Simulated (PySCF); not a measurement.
# Mg₃N: structure of the doublet

Aim: relax Mg₃N as a doublet from a trigonal pyramidal start, check by its vibrations whether the end is a minimum, and collect its spectrum and constants.

The runs use PySCF 2.14.0; PBE, basis N def2-SVP, Mg def2-SVP, no relativity, density fitting.

## (1) The starting structure

4 atoms, charge 0, spin multiplicity 2.

Bond lengths: N1–Mg2 2.100 Å, N1–Mg3 2.100 Å, N1–Mg4 2.100 Å. Angles: Mg2–N1–Mg3 99.8°, Mg2–N1–Mg4 99.8°, Mg3–N1–Mg4 99.8°.

```xyz
4
charge 0 multiplicity 2
N     0.0000    0.0000   -0.8253
Mg    1.8542    0.0000    0.1606
Mg   -0.9271    1.6058    0.1606
Mg   -0.9271   -1.6058    0.1606
```

## (2) Relaxation: trigonal pyramidal start, doublet

One driver script runs all steps and calls PySCF; scf.py shows how it sets up the SCF of each step. The optimiser is the driver's own. Before each start the driver seeks the lowest SCF state from one or more starting densities and follows internal instabilities, so scf.py alone need not reach the same state.

The program finds C3v symmetry in the start, which this walk keeps. Threshold on the gradient: 0.0003 Eh/bohr, with a further test on the energy change.

File scf.py:

```python
from pyscf import gto, scf, dft
mol = gto.M(atom='''
N      0.000000     0.000000    -0.825291
Mg     1.854209    -0.000008     0.160609
Mg    -0.927098     1.605796     0.160609
Mg    -0.927111    -1.605788     0.160609''',
    basis={'N': 'def2-SVP', 'Mg': 'def2-SVP'},
    charge=0, spin=1)
mf = dft.UKS(mol, xc='PBE')
mf.grids.atom_grid = (50, 194)
aux = {'N': 'def2-universal-JKFIT', 'Mg': 'def2-universal-JKFIT'}
mf = mf.density_fit(auxbasis=aux)
mf.kernel()
```

The optimiser's trace:

| step | energy (Eh) | change (kJ/mol) | largest symmetric gradient (Eh/bohr) |
| --- | --- | --- | --- |
| 0 | -654.264041 | 0.00 | 0.03508 |
| 1 | -654.270572 | -17.15 | 0.02617 |
| 2 | -654.278198 | -37.17 | 0.00466 |
| 3 | -654.278959 | -39.17 | 0.00548 |
| 4 | -654.280969 | -44.44 | 0.00290 |
| 5 | -654.281390 | -45.55 | 0.00615 |
| 6 | -654.281658 | -46.25 | 0.00156 |
| 7 | -654.281723 | -46.42 | 0.00142 |
| 8 | -654.281837 | -46.72 | 0.00182 |
| 9 | -654.281873 | -46.82 | 0.00087 |
| 10 | -654.281885 | -46.85 | 0.00004 |

The walk ran for 8.4 s (4 threads, shared host).

After 10 steps and 46.8 kJ/mol it ends at D3h: N–Mg 1.939 Å (×3); Mg–N–Mg 120.0° (×3). A gradient of 0.0050 Eh/bohr that breaks the symmetry is left: this electronic state wants a lower symmetry.

## (3) Relaxing without the symmetry constraint

The geometry is nudged along the force that breaks the symmetry.

The program finds C2v symmetry in the start, which may break.

Edit scf.py of step 2 so:

```diff
@@ -3,4 +3,4 @@
-N      0.000000     0.000000    -0.825291
-Mg     1.854209    -0.000008     0.160609
-Mg    -0.927098     1.605796     0.160609
-Mg    -0.927111    -1.605788     0.160609''',
+N      0.022150     0.000002    -0.000000
+Mg     1.922710     0.000149    -0.000026
+Mg    -0.967952     1.688716     0.000013
+Mg    -0.967690    -1.688866     0.000013''',
```

Energy and gradient, step by step:

| step | energy (Eh) | change (kJ/mol) | largest gradient (Eh/bohr) |
| --- | --- | --- | --- |
| 0 | -654.281832 | 0.00 | 0.00882 |
| 1 | -654.281968 | -0.36 | 0.00489 |
| 2 | -654.282048 | -0.57 | 0.00098 |
| 3 | -654.282066 | -0.61 | 0.00142 |
| 4 | -654.282132 | -0.79 | 0.00203 |
| 5 | -654.282164 | -0.87 | 0.00148 |
| 6 | -654.282171 | -0.89 | 0.00044 |
| 7 | -654.282172 | -0.89 | 0.00011 |

The walk took 5.8 s.

After 7 steps and 0.9 kJ/mol it ends at C2v: N–Mg 1.923 Å, N–Mg 1.946 Å (×2); Mg–N–Mg 117.1° (×2), Mg–N–Mg 125.8°.

## (4) Is it a minimum? Harmonic modes

On the finer grid the gradient is checked again; gradients at displacements of ±0.01 bohr then give force constants and infrared intensities.

Edit scf.py of step 3 so:

```diff
@@ -3,4 +3,4 @@
-N      0.022150     0.000002    -0.000000
-Mg     1.922710     0.000149    -0.000026
-Mg    -0.967952     1.688716     0.000013
-Mg    -0.967690    -1.688866     0.000013''',
+N     -0.041635     0.000004     0.000000
+Mg     1.880149    -0.000165    -0.000009
+Mg    -0.927844     1.732535     0.000004
+Mg    -0.928149    -1.732372     0.000004''',
@@ -10 +10 @@
-mf.grids.atom_grid = (50, 194)
+mf.grids.atom_grid = (75, 302)
```

This SCF starts from the last density.

SCF at the final geometry:

```text
init E= -654.282211844809
[... the frontier-level lines of each cycle are left out ...]
cycle= 1 E= -654.282211844599  delta_E= 2.09e-10  |g|= 1.7e-05  |ddm|= 4.37e-05
cycle= 2 E= -654.282211840914  delta_E= 3.69e-09  |g|= 7.92e-05  |ddm|= 0.000121
cycle= 3 E= -654.282211844738  delta_E= -3.82e-09  |g|= 7.27e-06  |ddm|= 7.63e-05
cycle= 4 E= -654.282211844833  delta_E= -9.56e-11  |g|= 6.96e-07  |ddm|= 2.67e-05
Extra cycle  E= -654.282211844826  delta_E= 7.73e-12  |g|= 1.68e-06  |ddm|= 9.43e-06
converged SCF energy = -654.282211844826  <S^2> = 1.2019125  2S+1 = 2.4099066
```

The whole step took 16 s.

Geometry: C2v; N–Mg 1.922 Å, N–Mg 1.946 Å (×2); Mg–N–Mg 117.1° (×2), Mg–N–Mg 125.8°.

Modes, for the most abundant isotopes:

| symmetry | ω (cm⁻¹) | IR (km/mol) | μ (u) |
| --- | --- | --- | --- |
| b2 | 67 | 0.0 | 22.30 |
| b1 | 81 | 8.0 | 15.02 |
| a1 | 96 | 0.5 | 21.99 |
| a1 | 383 | 0.2 | 23.97 |
| a1 | 695 | 0.0 | 15.93 |
| b2 | 700 | 0.6 | 15.77 |

No imaginary mode, so this is a minimum.

Constants and moments:

```
Dipole moment                                                   : 0.89 D
Highest occupied level                                          : -3.60 eV
Lowest empty level                                              : -3.03 eV
Rotational constants                                            : 0.1337, 0.1171, 0.06241 cm⁻¹
Zero-point energy                                               : 12.1 kJ/mol
Principal polarisabilities                                      : 148.5, 280.7, 280.9 bohr³
Atomisation energy without zero-point energy                    : 526 kJ/mol
Principal traceless quadrupole moments about the centre of mass : -3.48, -0.96, 4.44 D Å
Entropy at 298.15 K and 1 bar (electronic part: spin only)      : 332.5 J/(mol K)
Heat capacity Cp at 298.15 K                                    : 71.2 J/(mol K)
Enthalpy at 298.15 K above 0 K                                  : 17.44 kJ/mol
Rotational symmetry number                                      : 2
Spin squared ⟨S²⟩                                               : 1.202
```

Charges (e) and bond orders:

```tsv
atom	Mulliken	Löwdin	polar tensor	spin (Mulliken)	Mayer order to N1
N1	-0.90	-0.24	-0.12	0.12	–
Mg2	0.35	0.12	0.10	-0.55	0.97
Mg3,4	0.28	0.06	0.01	0.71	0.95
```

Mulliken populations on N1: s 3.79, p 4.11, d 0.00.

## (5) Results

```
                                          quantity                                                                 value
                                           minimum                                                          doublet, C2v
                                          geometry  N–Mg 1.922 Å, N–Mg 1.946 Å (×2); Mg–N–Mg 117.1° (×2), Mg–N–Mg 125.8°
                                wavenumbers (cm⁻¹)               67 (b2), 81 (b1), 96 (a1), 383 (a1), 695 (a1), 700 (b2)
                                     dipole moment                                                                0.89 D
highest occupied, lowest empty level (either spin)                                                       -3.60, -3.03 eV
                         polar-tensor charge of N1                                                               -0.12 e
                                 zero-point energy                                                           12.1 kJ/mol
                               entropy at 298.15 K                                                       332.5 J/(mol K)
         atomisation energy (no zero-point energy)                                                            526 kJ/mol
                                              ⟨S²⟩                                                                 1.202
```

In words: From C3v at the start the molecule goes to a C2v minimum. The determinant is spin-contaminated (⟨S²⟩ = 1.20 against 0.75), so it is no pure spin state. The strongest infrared band lies at 81 cm⁻¹ (b1). Only this shape and spin were tried, so other structures or states may lie lower. The soft modes, below some 90 cm⁻¹, carry numerical noise of tens of cm⁻¹, and the entropy with them.

The search up to here took 41 s.
